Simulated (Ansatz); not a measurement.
# C4H10AlNO: the cost of one run

Program: Ansatz 0.2.0. Level of theory: UKS B3LYP/STO-3G. These are calculated values, not measurements.

### Step 1. The system as given

Bond lengths (14 of 16 bonds, heavy atoms first): C1–C2 1.397 Å, C2–N3 1.471 Å, N3–C4 1.438 Å, N3–C5 1.445 Å, C5–Al6 2.016 Å, Al6–O7 1.821 Å, C1–H8 1.028 Å, C1–H9 1.097 Å, C2–H10 1.097 Å, C4–H11 1.037 Å, C4–H12 1.149 Å, C4–H13 1.205 Å, C5–H14 1.110 Å, C5–H15 1.093 Å. Angles (14 of 25 angles, heavy atoms first): C1–C2–N3 123.6°, C2–N3–C4 118.7°, C2–N3–C5 118.6°, C4–N3–C5 122.7°, N3–C5–Al6 109.6°, C5–Al6–O7 120.0°, C1–C2–H10 116.8°, N3–C2–H10 119.6°, C2–C1–H8 120.3°, C2–C1–H9 116.1°, N3–C4–H11 116.3°, N3–C4–H12 108.2°, N3–C4–H13 107.2°, N3–C5–H14 111.9°.

Its coordinates follow in the input file.

### Step 2. Relaxing the start

File input.yaml:

```yaml
crystal:
  periodic: [false, false, false]
  atoms:
    - { symbol: C, position_ang: [1.969, -1.0382, 1.3455] }
    - { symbol: C, position_ang: [1.2446, -0.0327, 0.7008] }
    - { symbol: "N", position_ang: [0.3406, -0.2798, -0.4327] }
    - { symbol: C, position_ang: [0.1501, -1.6324, -0.8824] }
    - { symbol: C, position_ang: [-0.2835, 0.8524, -1.0789] }
    - { symbol: Al, position_ang: [-1.9781, 1.3386, -0.102] }
    - { symbol: O, position_ang: [-2.1408, 2.9768, 0.6773] }
    - { symbol: H, position_ang: [1.8908, -2.0146, 1.0348] }
    - { symbol: H, position_ang: [2.5667, -0.7231, 2.2095] }
    - { symbol: H, position_ang: [1.3779, 0.9895, 1.0748] }
    - { symbol: H, position_ang: [0.9934, -2.124, -1.2327] }
    - { symbol: H, position_ang: [-0.3252, -2.2319, -0.0252] }
    - { symbol: H, position_ang: [-0.7195, -1.6118, -1.717] }
    - { symbol: H, position_ang: [0.3615, 1.7556, -1.0469] }
    - { symbol: H, position_ang: [-0.5353, 0.6117, -2.1145] }
    - { symbol: H, position_ang: [-3.1375, 0.274, 0.0429] }
    - { symbol: H, position_ang: [-1.7939, 2.8894, 1.5872] }
magnetization:
  spin_polarized: true
basis:
  gaussian: { orbitals: STO-3G }
hamiltonian:
  xc: b3lyp
relax:
  f_tol: 0.02
  max_steps: 40
```

On the command line:

```console
$ ansatz run input.yaml --threads 1 --pin off --max-ram 2048MiB --backend cpu --events-out ev --progress --plain --runs-dir out
```

What time and memory should one allow on 1 thread of Arm Neoverse V1, shared host?

About 2 min, with a peak of 0.2 GiB.
